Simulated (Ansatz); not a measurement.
# C4H6ClFO2Ti: small, medium and large basis sets

The task here is to estimate one member of a computed series from the others.

Computed with Ansatz 0.2.0, Gaussian basis. Level: one geometry, several basis sets.

Levels to be run: PBE0-D4/def2-SVP; ωB97M-V/def2-SVP; PBE0-D4/def2-QZVPP; ωB97M-V/def2-QZVPP; the functionals' def2-TZVPP values are taken from earlier runs.

### The geometry

The geometry comes from an earlier relaxation with PBE0-D4 in a triple-zeta def2 set; it is a stationary point, not always the lowest conformer.

15 atoms, charge 0, spin multiplicity 1.

Atoms are counted from 1 here; the program's logs count them from 0.

Bond lengths: C1–Ti2 2.056 Å, C1–H10 1.091 Å, C1–H11 1.096 Å, C1–H12 1.090 Å, Ti2–F3 1.765 Å, Ti2–Cl4 2.206 Å, Ti2–O5 2.039 Å, Ti2–O9 1.966 Å, O5–C6 1.256 Å, C6–C7 1.394 Å, C6–H13 1.096 Å, C7–C8 1.381 Å, C7–H14 1.080 Å, C8–O9 1.270 Å, C8–H15 1.094 Å. Angles: Ti2–C1–H10 107.7°, Ti2–C1–H11 106.3°, Ti2–C1–H12 111.2°, H10–C1–H11 109.7°, H10–C1–H12 111.7°, H11–C1–H12 110.1°, C1–Ti2–F3 92.2°, C1–Ti2–Cl4 111.5°, C1–Ti2–O5 83.4°, C1–Ti2–O9 123.1°, F3–Ti2–Cl4 103.3°, F3–Ti2–O5 163.7°, F3–Ti2–O9 87.9°, Cl4–Ti2–O5 92.9°, Cl4–Ti2–O9 123.8°, O5–Ti2–O9 81.5°, Ti2–O5–C6 133.8°, O5–C6–C7 124.5° and more.

Set-up of the first run:

in.yaml reads:

```yaml
crystal:
  periodic: [false, false, false]
  atoms:
    - {symbol: C, position_ang: [1.934427, -0.778005, -1.093928]}
    - {symbol: Ti, position_ang: [-0.073063, -1.089750, -0.778833]}
    - {symbol: F, position_ang: [0.178921, -2.799312, -0.421387]}
    - {symbol: Cl, position_ang: [-1.192806, -1.129373, -2.679009]}
    - {symbol: O, position_ang: [-0.132055, 0.945066, -0.665438]}
    - {symbol: C, position_ang: [-0.555817, 1.755615, 0.195091]}
    - {symbol: C, position_ang: [-1.127568, 1.388664, 1.411953]}
    - {symbol: C, position_ang: [-1.279410, 0.051891, 1.721659]}
    - {symbol: O, position_ang: [-0.920413, -0.920920, 0.987683]}
    - {symbol: H, position_ang: [2.338548, -1.673853, -1.568614]}
    - {symbol: H, position_ang: [2.384290, -0.650356, -0.102650]}
    - {symbol: H, position_ang: [2.105396, 0.110890, -1.700377]}
    - {symbol: H, position_ang: [-0.464304, 2.820156, -0.049711]}
    - {symbol: H, position_ang: [-1.468833, 2.145617, 2.102895]}
    - {symbol: H, position_ang: [-1.749113, -0.227028, 2.669966]}
basis:
  gaussian: {orbitals: def2-SVP}
hamiltonian: {xc: pbe0, dispersion: d4}
output: {orbitals: {seedname: orbitals}}
```

Launch:

```console
> ansatz run in.yaml --threads 4 --pin off --events-out ev --progress --plain --max-ram 66560MiB --backend cpu
```

Steps of the session up to this table: PBE0-D4 in def2-SVP; ωB97M-V in def2-SVP; PBE0-D4 in def2-QZVPP; ωB97M-V in def2-QZVPP.

One of the session's tables, all rows but one given; the rest of the session is left out.

It belongs to the step «Density functionals: the series». 

| functional | basis | HOMO (eV) | LUMO (eV) |
| --- | --- | --- | --- |
| PBE0-D4 | def2-SVP | -7.97 | -2.60 |
| PBE0-D4 | def2-TZVPP | -8.01 | -2.67 |
| PBE0-D4 | def2-QZVPP | -8.02 | -2.70 |
| ωB97M-V | def2-SVP | -10.04 | -0.41 |
| ωB97M-V | def2-TZVPP | ? | ? |
| ωB97M-V | def2-QZVPP | -10.14 | -0.60 |

Estimate the missing values for ωB97M-V, def2-TZVPP.

**Answer.** HOMO (eV): -10.13; LUMO (eV): -0.56. In the column «HOMO (eV)» it lies between ωB97M-V, def2-QZVPP (-10.14) and ωB97M-V, def2-SVP (-10.04).
